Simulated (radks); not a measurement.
# Pd¹⁷⁺ in [Ar] 3d10 4s1: an all-electron calculation

Aim: the levels, the sizes of the orbitals and the parts of the energy of the palladium ion Pd17+.

Program: radks (a radial shooting solver on a logarithmic mesh, Libxc functionals) version 1. Level of theory: scalar-relativistic Kohn-Sham, revPBE, spin-polarised, spherical densities, point nucleus; open shells are filled with parallel spins first. These are calculated values, not measurements, unless marked.

## 1. Starting point

```
element       : palladium (Z = 46)
charge        : +17
electrons     : 29
configuration : [Ar] 3d10 4s1
```

Outer shells as boxes (Hund's rule):

Pd¹⁷⁺
```
[Ar] core
3d [↑↓][↑↓][↑↓][↑↓][↑↓]
4s [↑ ]
```

## 2. The run

The run's settings:

```text
Z 46
configuration [Ar] 3d10 4s1 4p0 5s0
relativity scalar-relativistic
functional pbe_r,pbe
spin polarised
nucleus point
c 137.035999084
```

Started as:

```console
python run_ks.py task.json out
```

This one command runs every case of the session in turn.

Q: Predict the outcome of this run.

**Answer**, as computed:

```
                        quantity                    value
                    total energy      -4934.87361 hartree
exchange-correlation share of it                   2.63 %
                            −T/E                   1.0381
          highest occupied level        4s up, -447.38 eV
    most extended occupied level  4s up, <r> = 0.814 bohr
 radius at density 0.001 e/bohr³                1.62 bohr
    maxima of the radial density                        3
         ionisation energy, NIST     457.5 (semi-emp.) eV
```

What this shows: 4 principal shells are occupied and 3 maxima appear in the radial density; where shells overlap, one shows as a shoulder or not at all. −T/E is 1.038: with relativity the kinetic term as defined here no longer equals −E. The top level binds by 447.38 eV, 98 % of the NIST ionisation energy of 457.5 eV. 
